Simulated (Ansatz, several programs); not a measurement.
KSrCl3 (cubic perovskite), relaxed with r2SCAN in Ansatz (plane waves, PAW): space group Pm-3m (No. 221), cubic; a = 5.636 Å in the conventional setting, 35.81 Å³ an atom. K has 12 Cl at 3.99 Å; Sr has 6 Cl at 2.82 Å; Cl has 2 Sr at 2.82 Å and 4 K at 3.99 Å. The cell was then scaled with its shape and fractional coordinates held. Values at 0 K without nuclear motion; spin polarisation is off, and the phase may be a hypothetical one.

```tsv
V (Å³/atom)	E (meV/atom)
33.660	10.27
35.809	0.00
36.883	2.09
37.957	8.03
```

Q: Pass a cubic E = c₀ + c₁u + c₂u² + c₃u³, with u = V − 36.077 Å³, through these points.

A: c₀ = 0.12, c₁ = +0.971, c₂ = 1.904, c₃ = -0.0972 (meV and Å³).

Q: Where is the minimum, and what bulk modulus follows?

A: dE/du = 0 at u = -0.250, so V₀ = 35.83 Å³. B = V₀ d²E/dV² = 35.83 × (2c₂ + 6c₃u) = 35.83 × 3.954 = 142 meV/Å³, and 1 meV/Å³ is 0.16022 GPa: 23 GPa. A third-order Birch-Murnaghan fit to all five points gives 35.82 Å³ and 23 GPa.

Q: Predict the energy and the pressure at the withheld volume, 34.734 Å³.

A: With u = -1.343: E ≈ 2.49 meV and P = −dE/dV ≈ +0.75 GPa. The run gives 2.45 meV and, from its stress, +0.74 GPa.
